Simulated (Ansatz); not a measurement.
# CH₈Al₂Ge: one species, many methods

An exercise on one series of results from a longer session: the logs are not shown, and one member is left open.

Program: Ansatz 0.2.0, Gaussian basis. Level of theory: functionals in def2-TZVPP, the program's frozen cores in correlated methods. These are calculated values, not measurements.

The runs, in order: LDA (SPW92), PBE-D4, revPBE-D4, BLYP-D4, r2SCAN-D4, B97M-V, PBE0-D4, B3LYP-D4, r2SCANh-D4, r2SCAN0-D4, HSE06-D4, BHLYP-D4, CAM-B3LYP-D4, LC-ωPBE, ωB97X-V, ωB97M-V, B2PLYP, PBE-QIDH; CCSD(T)/def2-SVP; CCSD(T)/def2-TZVPP; MP2/def2-QZVPP; extrapolation to the limit; RPA on PBE.

## The relaxed structure

An earlier PBE0-D4 in a triple-zeta def2 set relaxation fixed the geometry.

SMILES `[AlH2][CH]([AlH2])[GeH3]`, 12 atoms, charge 0, spin multiplicity 1.

Atoms are counted from 1 here; the program's logs count them from 0.

Bond lengths: Al1–C2 1.935 Å, Al1–H5 1.588 Å, Al1–H6 1.587 Å, C2–Al3 1.935 Å, C2–Ge4 1.965 Å, C2–H7 1.098 Å, Al3–H8 1.588 Å, Al3–H9 1.587 Å, Ge4–H10 1.544 Å, Ge4–H11 1.537 Å, Ge4–H12 1.544 Å. Angles: C2–Al1–H5 119.6°, C2–Al1–H6 119.7°, H5–Al1–H6 120.7°, Al1–C2–Al3 116.5°, Al1–C2–Ge4 108.7°, Al1–C2–H7 106.6°, Al3–C2–Ge4 108.7°, Al3–C2–H7 106.6°, Ge4–C2–H7 109.8°, C2–Al3–H8 119.6°, C2–Al3–H9 119.7°, H8–Al3–H9 120.7°, C2–Ge4–H10 111.1°, C2–Ge4–H11 109.6°, C2–Ge4–H12 111.1°, H10–Ge4–H11 108.7°, H10–Ge4–H12 107.5°, H11–Ge4–H12 108.7°.

Set-up of the first run:

The input, in.yaml:

```yaml
crystal:
  periodic: [false, false, false]
  atoms:
    - {symbol: Al, position_ang: [-1.088077, 1.600441, -0.213971]}
    - {symbol: C, position_ang: [0.276370, 0.349401, 0.348508]}
    - {symbol: Al, position_ang: [-0.233342, -0.927915, 1.709294]}
    - {symbol: Ge, position_ang: [0.917289, -0.633085, -1.228399]}
    - {symbol: H, position_ang: [-2.239580, 1.115706, -1.193419]}
    - {symbol: H, position_ang: [-1.047275, 3.098064, 0.310383]}
    - {symbol: H, position_ang: [1.094066, 0.947592, 0.771195]}
    - {symbol: H, position_ang: [-1.122256, -2.182099, 1.312956]}
    - {symbol: H, position_ang: [0.237512, -0.709911, 3.209392]}
    - {symbol: H, position_ang: [1.432450, 0.334160, -2.315628]}
    - {symbol: H, position_ang: [-0.230798, -1.468871, -1.815991]}
    - {symbol: H, position_ang: [2.080442, -1.578883, -0.860319]}
basis:
  gaussian: {orbitals: def2-TZVPP}
hamiltonian: {xc: lda}
output: {orbitals: {seedname: orbitals}}
```

Launch:

```console
> ansatz run in.yaml --threads 4 --pin off --events-out ev --progress --plain --max-ram 10444MiB
```

Among the steps run: LDA; PBE-D4 (GGA); revPBE-D4 (GGA); BLYP-D4 (GGA); r2SCAN-D4 (meta-GGA); B97M-V (meta-GGA); B3LYP-D4 (hybrid); r2SCANh-D4 (hybrid); r2SCAN0-D4 (hybrid); HSE06-D4 (hybrid); BHLYP-D4 (hybrid); CAM-B3LYP-D4 (range-separated); LC-ωPBE (range-separated); ωB97X-V (range-separated); ωB97M-V (range-separated); B2PLYP (double hybrid); PBE-QIDH (double hybrid).

One of the session's tables, all rows but one given; the rest of the session is left out.

It belongs to the step «Frontier levels by functional». 

```
  functional  HOMO (eV)  LUMO (eV)  gap (eV)
 LDA (SPW92)      -6.76      -2.98      3.77
      PBE-D4      -6.68      -2.73      3.94
   revPBE-D4      -6.64      -2.61      4.02
     BLYP-D4      -6.54      -2.60      3.93
   r2SCAN-D4      -6.94      -2.46      4.48
      B97M-V      -7.11      -2.70      4.40
     PBE0-D4      -7.84      -1.99      5.85
    B3LYP-D4      -7.63      -2.18      5.45
  r2SCANh-D4      -7.36      -2.21      5.15
  r2SCAN0-D4      -8.01      -1.84      6.17
    HSE06-D4      -7.45      -2.35      5.09
    BHLYP-D4          ?          ?         ?
CAM-B3LYP-D4      -9.13      -1.07      8.06
     LC-ωPBE     -10.47      -0.01     10.46
     ωB97X-V     -10.13      -0.15      9.98
     ωB97M-V      -9.97      -0.42      9.54
```

Estimate the missing values for BHLYP-D4.

Worked estimate for «HOMO (eV)». Against the share of exact exchange, BLYP-D4 (0, -6.54), B3LYP-D4 (0.2, -7.63) give a slope of -5.45 per unit share; at 0.5 the line stands at -9.26.

The run gave: HOMO (eV): -8.91; LUMO (eV): -1.22; gap (eV): 7.69. In «HOMO (eV)» the line misses by -0.35.
